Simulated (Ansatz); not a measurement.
CH3ClF2Ge, SMILES [F][GeH2][CH](F)Cl, harmonic frequencies at the relaxed geometry

With Ansatz 0.2.0 through its Python package.

Interactive session:
```pycon
>>> import itertools
>>> import warnings
>>> import ansatz
>>> from ase.data import atomic_numbers, covalent_radii
>>> import numpy as np
>>> warnings.simplefilter("ignore", ansatz.DeckWarning)
>>> system = (
...     ansatz.Crystal.molecule()
...     .atom("F", [-1.5715, 1.4703, 0.2993])
...     .atom("Ge", [-0.1318, 0.6635, 0.6573])
...     .atom("C", [0.2108, -0.6323, -0.7531])
...     .atom("F", [1.4995, -1.2793, -0.4582])
...     .atom("Cl", [-1.0824, -1.8205, -0.8378])
...     .atom("H", [1.0388, 1.699, 0.7363])
...     .atom("H", [-0.2452, -0.0625, 2.0212])
...     .atom("H", [0.374, -0.0953, -1.7207])
... )
>>> setup = (
...     system.calculation()
...     .basis(gaussian="def2-SVP")
...     .functional("pbe0")
... )
>>> symbols = [site.symbol for site in system.cartesian_sites]
>>> start = np.array([site.position_ang for site in system.cartesian_sites], dtype=float)
>>> def progress(event):
...     if event["event"] == "relax_step":
...         row = event["data"]
...         print(f"step {row['step']:3d}  E = {row['lagrangian_ev']:.6f} eV  largest force component {row['allowed_force_max_ev_ang']:.4f} eV/A")
...
>>> data = setup.relax(force_tolerance=0.003).session().plan().execute(on_event=progress).report
step   1  E = -75526.832985 eV  largest force component 2.5134 eV/A
step   2  E = -75527.048549 eV  largest force component 1.6351 eV/A
step   3  E = -75527.111588 eV  largest force component 0.5924 eV/A
step   4  E = -75527.119059 eV  largest force component 0.2836 eV/A
step   5  E = -75527.123451 eV  largest force component 0.0540 eV/A
step   6  E = -75527.123877 eV  largest force component 0.0532 eV/A
step   7  E = -75527.124000 eV  largest force component 0.0123 eV/A
step   8  E = -75527.124005 eV  largest force component 0.0039 eV/A
step   9  E = -75527.124006 eV  largest force component 0.0010 eV/A
>>> end = np.array(data["positions_ang"])
>>> # pairs closer than 1.2 times the sum of covalent radii, before or after
>>> radius = [covalent_radii[atomic_numbers[s]] for s in symbols]
>>> span = lambda where, i, j: np.linalg.norm(where[i] - where[j])
>>> bonded = [(i, j) for i, j in itertools.combinations(range(len(symbols)), 2) if min(span(start, i, j), span(end, i, j)) < 1.2 * (radius[i] + radius[j])]
>>> print("pair        before    after (A)")
pair        before    after (A)
>>> for i, j in bonded:
...     print(f"{symbols[i]}{i}-{symbols[j]}{j}".ljust(10), f"{span(start, i, j):8.4f} {span(end, i, j):8.4f}")
...
F0-Ge1       1.6887   1.7415
Ge1-C2       1.9457   1.9780
Ge1-H5       1.5649   1.5358
Ge1-H6       1.5492   1.5314
C2-F3        1.4718   1.3608
C2-Cl4       1.7582   1.7789
C2-H7        1.1186   1.1009
>>> for first, second in list(itertools.combinations(bonded, 2)):
...     shared = set(first) & set(second)
...     if shared and symbols[(j := shared.pop())] != "H":
...         i, k = sorted((set(first) | set(second)) - {j})
...         u, v = end[i] - end[j], end[k] - end[j]
...         angle = np.degrees(np.arccos(np.clip(u @ v / np.linalg.norm(u) / np.linalg.norm(v), -1, 1)))
...         print(f"final angle {symbols[i]}{i}-{symbols[j]}{j}-{symbols[k]}{k}: {angle:.2f} deg")
...
final angle F0-Ge1-C2: 105.88 deg
final angle F0-Ge1-H5: 106.72 deg
final angle F0-Ge1-H6: 108.06 deg
final angle C2-Ge1-H5: 110.56 deg
final angle C2-Ge1-H6: 110.30 deg
final angle Ge1-C2-F3: 108.11 deg
final angle Ge1-C2-Cl4: 109.86 deg
final angle Ge1-C2-H7: 113.19 deg
final angle H5-Ge1-H6: 114.85 deg
final angle F3-C2-Cl4: 110.11 deg
final angle F3-C2-H7: 108.95 deg
final angle Cl4-C2-H7: 106.62 deg
>>> # same settings at the minimum
>>> minimum = ansatz.Crystal.molecule()
>>> for symbol, place in zip(symbols, end):
...     minimum = minimum.atom(symbol, place.tolist())
...
>>> vibrating = (
...     minimum.calculation()
...     .basis(gaussian="def2-SVP")
...     .functional("pbe0")
...     .phonons(temperatures=(200, 600, 100))
... )
>>> vib = vibrating.run(threads=1, pin="off").report["vibrations"]
>>> sums = vib["harmonic_sums"]
>>> modes = [m["omega_inv_cm"] for m in sums["modes_at_gamma"] if m["rigid_motion"] == "no"]
>>> for number, w in enumerate(modes, start=1):
...     print(f"mode {number:2d} {w:9.1f} 1/cm {w / 8065.544 * 1000:8.2f} meV")
...
mode  1      47.5 1/cm     5.89 meV
mode  2     111.3 1/cm    13.79 meV
mode  3     191.1 1/cm    23.70 meV
mode  4     264.2 1/cm    32.75 meV
mode  5     399.4 1/cm    49.52 meV
mode  6     473.0 1/cm    58.65 meV
mode  7     630.6 1/cm    78.19 meV
mode  8     683.1 1/cm    84.69 meV
mode  9     718.7 1/cm    89.11 meV
mode 10     793.8 1/cm    98.42 meV
mode 11     811.9 1/cm   100.66 meV
mode 12     855.2 1/cm   106.03 meV
mode 13    1109.3 1/cm   137.53 meV
mode 14    1203.1 1/cm   149.16 meV
mode 15    1323.6 1/cm   164.11 meV
mode 16    2183.2 1/cm   270.69 meV
mode 17    2210.0 1/cm   274.00 meV
mode 18    3122.2 1/cm   387.11 meV
>>> print("imaginary modes:", sum(w < 0 for w in modes), " zero-point energy:", round(sums["zero_point_energy_ev"], 4), "eV")
imaginary modes: 0  zero-point energy: 1.062 eV
>>> print("T (K)   F_vib (eV)   S_vib (meV/K)   C_vib (meV/K)")
T (K)   F_vib (eV)   S_vib (meV/K)   C_vib (meV/K)
>>> for row in zip(sums["temperatures_k"], sums["vibrational_free_energy_ev"], vib["entropy_ev_per_k"], vib["heat_capacity_ev_per_k"]):
...     print(f"{row[0]:6.1f} {row[1]:11.4f} {1000 * row[2]:13.4f} {1000 * row[3]:15.4f}")
...
 200.0      1.0204        0.4449          0.4625
 300.0      0.9644        0.6730          0.6710
 400.0      0.8862        0.8898          0.8364
 500.0      0.7870        1.0905          0.9609
 600.0      0.6686        1.2744          1.0561
>>> # all hydrogen replaced by deuterium
>>> heavier = vibrating.phonons(masses={"H": 2.014102}).run(threads=1, pin="off").report["vibrations"]["harmonic_sums"]
>>> print("deuterated (1/cm):", " ".join(f"{m['omega_inv_cm']:.0f}" for m in heavier["modes_at_gamma"] if m["rigid_motion"] == "no"))
deuterated (1/cm): 46 110 181 262 357 412 476 566 599 613 719 747 949 976 1138 1552 1576 2299
>>> print("zero-point energy falls by", round(sums["zero_point_energy_ev"] - heavier["zero_point_energy_ev"], 4), "eV")
zero-point energy falls by 0.2203 eV
```

Notes:
- Total energies depend on the basis set; only differences at equal settings carry meaning.
- The frequencies are harmonic and unscaled, in a modest basis.
- Hardware and time: 5.7 min on 1 thread of Arm Neoverse V2, on a shared host, peak memory 0.34 GiB.
